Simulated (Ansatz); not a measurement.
# VH2O (sextet): wave-function methods side by side at distance V1–O2 = 2.449 Å, def2-SVP

An exercise on one series of results from a longer session: the logs are not shown, and one member is left open.

Computed with Ansatz 0.2.0, Gaussian basis. Level: def2-SVP, core rule «outside noble gas», up to 10 orbitals frozen.

The runs, in order: UHF; CCSD(T) on ROHF; CCSD(T) on UHF; CISD; CCSDT(Q) on ROHF; CCSDT(Q) on UHF; CASSCF and MRCISD+Q, 7 electrons in 7 orbitals; CASSCF and NEVPT2, 7 electrons in 7 orbitals.

30 further runs of the same task are left out: 11 for a known fault of the program, 15 that didn't finish, 4 set aside as unsound or not needed.

### What is computed

The geometry derives from a PBE0/def2-TZVP stationary point (not a proven minimum). One bond is set to the value named and the two fragments are kept rigid.

4 atoms, charge 0, spin multiplicity 6.

Atoms are counted from 1 here; the program's logs count them from 0.

Bond lengths: V1–O2 2.449 Å, O2–H3 0.962 Å, O2–H4 0.962 Å. Angles: V1–O2–H3 125.8°, V1–O2–H4 125.8°, H3–O2–H4 108.4°.

Set-up of the first run:

Contents of in.yaml:

```yaml
crystal:
  periodic: [false, false, false]
  atoms:
    - {symbol: V, position_ang: [0.000000, 0.000000, 0.656257]}
    - {symbol: O, position_ang: [0.000000, 0.000000, -1.792743]}
    - {symbol: H, position_ang: [0.000000, 0.780254, -2.355244]}
    - {symbol: H, position_ang: [0.000000, -0.780254, -2.355244]}
basis:
  gaussian: {orbitals: def2-SVP}
magnetization: {spin_polarized: true, initial_magnetization: 5}
hamiltonian: {xc: hf}
output: {orbitals: {seedname: orbitals}}
```

Command:

```bash
ansatz run in.yaml --threads 1 --pin off --events-out ev --progress --plain --max-ram 2393MiB
```

Among the steps run: UHF; CCSD(T) on ROHF; CCSD(T) on UHF; CISD; CCSDT(Q) on ROHF; CCSDT(Q) on UHF; CASSCF and MRCISD+Q, 7 electrons in 7 orbitals; CASSCF and NEVPT2, 7 electrons in 7 orbitals.

One of the session's tables, all rows but one given; the rest of the session is left out.

| method | from RCCSDT(Q) (meV) |
| --- | --- |
| ROHF | +7151.9 |
| UHF | +7098.5 |
| RMP2 | +561.2 |
| UMP2 | +511.1 |
| CISD | ? |
| RCCSD | +127.0 |
| UCCSD | +78.6 |
| RCCSD(T) | +23.8 |
| UCCSD(T) | -24.6 |
| RCCSDT | +13.9 |
| UCCSDT | -34.4 |
| RCCSDT(Q) | 0 |
| UCCSDT(Q) | -48.4 |
| CASSCF pair | +6599.9 |
| NEVPT2 pair | +754.1 |
| MRCISD pair | +444.8 |
| MRCISD+Q pair | +58.4 |

Estimate the missing values for CISD.

**Answer.** from RCCSDT(Q) (meV): +516.1. In the column «from RCCSDT(Q) (meV)» it lies between UMP2 (+511.1) and RMP2 (+561.2).

Caveats from the session: Restricted and unrestricted rows rest on different reference determinants; where their highest levels disagree by more than a few hundredths of an eV, they describe different states and don't form one ladder.
